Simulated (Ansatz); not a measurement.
**Cl3FH2Si (built from SMILES Cl[SiH](Cl)Cl.F): search for a transition state**

Wanted: the transition state of a four-centre ligand exchange (form Si1–F7, H2–H6 and break Si1–H2, H6–F7). The guess is relaxed with those distances held, a saddle search follows, and vibrations and two downhill relaxations check it.

Computed with Ansatz 0.2.0, Gaussian basis. Level: PBE0-D4, def2-SVP first, then def2-TZVP.

31 further runs of the same task are left out: 31 set aside as unsound or not needed.

## 1. The system as given

The guess: 7 atoms, charge 0, spin multiplicity 1.

Atoms are counted from 1 here; the program's logs count them from 0.

Bond lengths: Si1–Cl3 2.049 Å, Si1–Cl4 1.998 Å, Si1–Cl5 1.996 Å. Angles: Cl3–Si1–Cl4 103.6°, Cl3–Si1–Cl5 104.9°, Cl4–Si1–Cl5 120.7°.

Geometry (Å):

```mol
Cl3FH2Si
  3D, bonds by distance, orders not assigned

  7  3  0  0  0  0  0  0  0  0999 V2000
   -0.4541   -0.1062   -0.1058 Si  0  0
    1.3739   -0.4566   -0.3301 H   0  0
   -0.9414   -1.6747   -1.3308 Cl  0  0
   -1.3495   -0.5642    1.6209 Cl  0  0
   -0.9849    1.5246   -1.1263 Cl  0  0
    1.5303    0.2637    0.3191 H   0  0
    0.8257    1.0135    0.9530 F   0  0
  1  3  8  0
  1  4  8  0
  1  5  8  0
M  END
```

Distances that are to change: Si1–F7 2.00 Å, H2–H6 0.98 Å, Si1–H2 1.87 Å, H6–F7 1.21 Å.

## 2. Constrained relaxation of the guess

Contents of hold/in.yaml:

```yaml
crystal:
  periodic: [false, false, false]
  atoms:
    - {symbol: Si, position_ang: [-0.454100, -0.106200, -0.105800]}
    - {symbol: H, position_ang: [1.373900, -0.456600, -0.330100]}
    - {symbol: Cl, position_ang: [-0.941400, -1.674700, -1.330800]}
    - {symbol: Cl, position_ang: [-1.349500, -0.564200, 1.620900]}
    - {symbol: Cl, position_ang: [-0.984900, 1.524600, -1.126300]}
    - {symbol: H, position_ang: [1.530300, 0.263700, 0.319100]}
    - {symbol: F, position_ang: [0.825700, 1.013500, 0.953000]}
basis:
  gaussian: {orbitals: def2-SVP}
hamiltonian: {xc: pbe0, dispersion: d4}
relax: {f_tol: 0.08, max_steps: 120, escape_saddle: false, constraints: [{distance: [0, 6]}, {distance: [1, 5]}, {distance: [0, 1]}, {distance: [5, 6]}]}
```

No record of the launch command was kept for these runs.

The runs that follow: Force constants to start from; Saddle search in the small basis; Saddle search in triple zeta; Checking the order of the point; Relaxing after a step of 0.30 Å one way along the mode; Relaxing after a step of 0.30 Å the other way along the mode.

What does the calculation give? Wanted: imaginary mode; barrier from the start side; barrier from the end side; energy of the step; pairs that change; zero-point energy at the saddle.

As calculated:

```
                       quantity                                                     value
                 imaginary mode                                                1090i cm⁻¹
    barrier from the start side                                                  1.525 eV
      barrier from the end side                                                  2.629 eV
             energy of the step                                                 -1.104 eV
              pairs that change  Si1–F7 formed, H2–H6 formed, Si1–H2 broken, H6–F7 broken
zero-point energy at the saddle                                                  0.616 eV
```

In words: The point has a single imaginary mode (1090i cm⁻¹), as a transition state must. It joins the planned start and end. At PBE0-D4/def2-TZVP the electronic barrier is 1.525 eV, about 59 kT at 298 K, and the step runs 1.104 eV downhill. The barrier is thin enough for tunnelling; the leading (Wigner) term alone is a factor of 2.2 at 298 K. A step off the saddle overshot and began above it in energy, so the link to its end is likely but not proven. The ends are the nearest minima, not always the lowest complexes.
